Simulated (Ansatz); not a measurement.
# CHGeP: the cost of one run

The runs use Ansatz 0.2.0, Gaussian basis; cc-pVTZ, core rule «outside noble gas», up to 20 orbitals frozen.

To be run: UHF; CCSD(T) on ROHF; CCSD(T) on UHF; BCCD(T) on ROHF; CCSDT(Q) on ROHF; CCSDT(Q) on UHF; CASSCF and NEVPT2, 14 electrons in 13 orbitals.

6 further runs of the same task are left out: 6 set aside as unsound or not needed. Runs told in other sessions of the task aren't counted.

### 1 What is computed

The geometry is a PBE0/def2-TZVP stationary point (not a proven minimum) of the parent state, kept for this charge and spin. No spin-orbit coupling is included. The filled d shell of Ge may be among the frozen orbitals whatever the setting's name suggests.

4 atoms, charge 0, spin multiplicity 5.

Atoms are counted from 1 here; the program's logs count them from 0.

Bond lengths: C1–P2 1.549 Å, C1–H4 1.070 Å, P2–Ge3 2.250 Å. Angles: P2–C1–H4 180.0°, C1–P2–Ge3 180.0°.

### 2 UHF

in.yaml reads:

```yaml
crystal:
  periodic: [false, false, false]
  atoms:
    - {symbol: C, position_ang: [0.000000, 0.000000, 1.069273]}
    - {symbol: P, position_ang: [0.000000, 0.000000, -0.479383]}
    - {symbol: Ge, position_ang: [0.000000, 0.000000, -2.729648]}
    - {symbol: H, position_ang: [0.000000, 0.000000, 2.139758]}
basis:
  gaussian: {orbitals: cc-pVTZ}
magnetization: {spin_polarized: true, initial_magnetization: 4}
hamiltonian: {xc: hf}
output: {orbitals: {seedname: orbitals}}
```

Command:

```sh
ansatz run in.yaml --threads 1 --pin off --events-out ev --progress --plain --max-ram 4096MiB --backend cpu
```

Q: Estimate wall time and peak memory on 1 thread of AMD EPYC 7R13, shared host.

About 29 s, with a peak of 0.48 GiB.
